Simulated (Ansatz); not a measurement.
# ZnPt: a relaxation

The task is a relaxation on ZnPt. The structure is shown as the input types it.

Method: Kohn-Sham DFT, with the functional, basis and potentials that each input names, in Ansatz 0.2.0.

### Step 1. The system as given

It takes space group P4/mmm (No. 123, tetragonal). Conventional cell: a = 2.864 Å, b = 2.864 Å, c = 3.510 Å, α = 90.00°, β = 90.00°, γ = 90.00°. Zn (site symmetry 4/mmm) is surrounded by 8 Pt at 2.68 Å and 4 Zn at 2.86 Å. Pt (site symmetry 4/mmm) has 8 Zn at 2.68 Å and 4 Pt at 2.86 Å in its first shell of neighbours.

As a file:

```
CELL_PARAMETERS angstrom
2.86400 0.00000 0.00000
0.00000 2.86400 0.00000
0.00000 0.00000 3.51000
ATOMIC_POSITIONS crystal
Zn 0.50000 0.50000 0.50000
Pt 0.00000 0.00000 0.00000
```

### Step 2. The calculation

Input file input.yaml:

```yaml
crystal:
  lattice:
    - [2.864, 0.0, 0.0]
    - [0.0, 2.864, 0.0]
    - [0.0, 0.0, 3.51]
  atoms:
    - { symbol: Zn, position: [0.5, 0.5, 0.5] }
    - { symbol: Pt, position: [0.0, 0.0, 0.0] }
kpoints:
  mp_grid: { grid: [14, 14, 12] }
scf:
  occupations: { method: fermi_dirac, width: 0.05 }
  max_iter: 100
hamiltonian:
  xc: r2scan
  pseudopotentials: { kind: paw }
  hubbard: { sites: [{ species: Pt, l: d, u_eff: -5.0 }] }
relax:
  f_tol: 0.002
  max_steps: 80
  cell: {}
output:
  forces: true
  stress: true
```

Run with:

```
> ansatz run input.yaml --threads 1 --pin off --max-ram 3072MiB --backend cpu --events-out ev --progress --plain --runs-dir out
```

**Question.** How will this run end, and is anything wrong with its input?

The run converged and reported no error. That alone doesn't make the input a sound one.

In the input, hamiltonian.hubbard.sites is [{species: Pt, l: d, u_eff: -5.0}]. The U is negative: it rewards fractional occupations of the shell, where a positive U penalises them, and shifts its filled levels up and its empty ones down.

To check: delete hamiltonian.hubbard.sites.
